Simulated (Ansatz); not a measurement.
# C7H14: ionisation energy by level of theory

An exercise on one series of results from a longer session: the logs are not shown, and one member is left open.

Computed with Ansatz 0.2.0, Gaussian basis. Level: unrestricted cation, the program's frozen cores in correlated methods.

Plan: UKS PBE-D4/def2-TZVPP; UKS r2SCAN-D4/def2-TZVPP; UKS PBE0-D4/def2-TZVPP; UKS B3LYP-D4/def2-TZVPP; UKS wB97X-V/def2-TZVPP; UKS wB97M-V/def2-TZVPP; UKS B2PLYP/def2-TZVPP; UHF-CCSD(T)/def2-TZVPP; UHF-MP2/def2-QZVPP; extrapolation to the limit; then −ε(HOMO) from the neutral's earlier runs with LDA (SPW92), PBE-D4, revPBE-D4, BLYP-D4, r2SCAN-D4, B97M-V, PBE0-D4, B3LYP-D4, r2SCANh-D4, r2SCAN0-D4, HSE06-D4, BHLYP-D4, CAM-B3LYP-D4, LC-ωPBE, ωB97X-V, ωB97M-V.

## Structure used throughout

All runs share one geometry, relaxed beforehand with PBE0-D4 in a triple-zeta def2 set.

SMILES `CC1CCCCC1`, 21 atoms, charge 0, spin multiplicity 1.

Atoms are counted from 1 here; the program's logs count them from 0.

Bond lengths: C1–C2 1.524 Å, C1–H8 1.092 Å, C1–H9 1.093 Å, C1–H10 1.093 Å, C2–C3 1.530 Å, C2–C7 1.530 Å, C2–H11 1.097 Å, C3–C4 1.524 Å, C3–H12 1.095 Å, C3–H13 1.097 Å, C4–C5 1.523 Å, C4–H14 1.096 Å, C4–H15 1.094 Å, C5–C6 1.523 Å, C5–H16 1.094 Å, C5–H17 1.098 Å, C6–C7 1.524 Å, C6–H18 1.096 Å and more. Angles: C2–C1–H8 112.4°, C2–C1–H9 110.8°, C2–C1–H10 110.8°, H8–C1–H9 107.4°, H8–C1–H10 107.4°, H9–C1–H10 107.8°, C1–C2–C3 112.2°, C1–C2–C7 112.2°, C1–C2–H11 107.1°, C3–C2–C7 109.9°, C3–C2–H11 107.6°, C7–C2–H11 107.6°, C2–C3–C4 112.8°, C2–C3–H12 109.8°, C2–C3–H13 108.6°, C4–C3–H12 110.3°, C4–C3–H13 108.6°, H12–C3–H13 106.5° and more.

The first run:

Input file in.yaml:

```yaml
crystal:
  periodic: [false, false, false]
  atoms:
    - {symbol: C, position_ang: [1.400473, -0.218756, -1.480618]}
    - {symbol: C, position_ang: [1.202430, -0.159415, 0.028883]}
    - {symbol: C, position_ang: [0.311262, -1.293656, 0.539871]}
    - {symbol: C, position_ang: [-1.152561, -1.110975, 0.158425]}
    - {symbol: C, position_ang: [-1.679581, 0.237358, 0.630420]}
    - {symbol: C, position_ang: [-0.821056, 1.379417, 0.103959]}
    - {symbol: C, position_ang: [0.641740, 1.189203, 0.485647]}
    - {symbol: H, position_ang: [0.461922, -0.106196, -2.027841]}
    - {symbol: H, position_ang: [1.839521, -1.174816, -1.778030]}
    - {symbol: H, position_ang: [2.071880, 0.576062, -1.816396]}
    - {symbol: H, position_ang: [2.190463, -0.280882, 0.488741]}
    - {symbol: H, position_ang: [0.683831, -2.254551, 0.169825]}
    - {symbol: H, position_ang: [0.385235, -1.331484, 1.633724]}
    - {symbol: H, position_ang: [-1.267670, -1.184869, -0.929159]}
    - {symbol: H, position_ang: [-1.750721, -1.922461, 0.583652]}
    - {symbol: H, position_ang: [-2.721260, 0.369283, 0.322725]}
    - {symbol: H, position_ang: [-1.672809, 0.260466, 1.727957]}
    - {symbol: H, position_ang: [-0.918994, 1.434008, -0.986444]}
    - {symbol: H, position_ang: [-1.183812, 2.336572, 0.490463]}
    - {symbol: H, position_ang: [1.250500, 2.002473, 0.076914]}
    - {symbol: H, position_ang: [0.729206, 1.253229, 1.577283]}
basis:
  gaussian: {orbitals: def2-TZVPP}
total_charge: 1
magnetization: {spin_polarized: true, initial_magnetization: 1}
hamiltonian: {xc: pbe, dispersion: d4}
```

On the command line:

```console
> ansatz run in.yaml --threads 2 --pin off --events-out ev --progress --plain --max-ram 32768MiB --backend cuda --devices 0, --max-vram 18GiB
```

Steps of the session up to this table: Cation, UKS PBE-D4/def2-TZVPP; Cation, UKS r2SCAN-D4/def2-TZVPP; Cation, UKS PBE0-D4/def2-TZVPP; Cation, UKS B3LYP-D4/def2-TZVPP; Cation, UKS wB97X-V/def2-TZVPP; Cation, UKS wB97M-V/def2-TZVPP; Cation, UKS B2PLYP (frozen core)/def2-TZVPP; Cation, UHF-CCSD(T)/def2-TZVPP; Cation, UHF-MP2/def2-QZVPP.

One table of the session follows, with a row left open; its other results are not shown here.

It belongs to the step «Ionisation energies side by side». Orbital estimates, from the neutral's runs:

```
  functional  −ε(HOMO) (eV)
 LDA (SPW92)           6.94
      PBE-D4           6.88
   revPBE-D4           6.84
     BLYP-D4              ?
   r2SCAN-D4           7.13
      B97M-V           7.29
     PBE0-D4           8.19
    B3LYP-D4           8.02
  r2SCANh-D4           7.61
  r2SCAN0-D4           8.35
    HSE06-D4           7.79
    BHLYP-D4           9.47
CAM-B3LYP-D4           9.59
     LC-ωPBE          10.90
     ωB97X-V          10.58
     ωB97M-V          10.46
```

**Question.** Estimate the row for BLYP-D4.

Worked estimate for «−ε(HOMO) (eV)». Against the share of exact exchange, B3LYP-D4 (0.2, 8.02), BHLYP-D4 (0.5, 9.47) give a slope of 4.83 per unit share; at 0 the line stands at 7.05.

**Answer.** −ε(HOMO) (eV): 6.81. In «−ε(HOMO) (eV)» the line misses by +0.24.
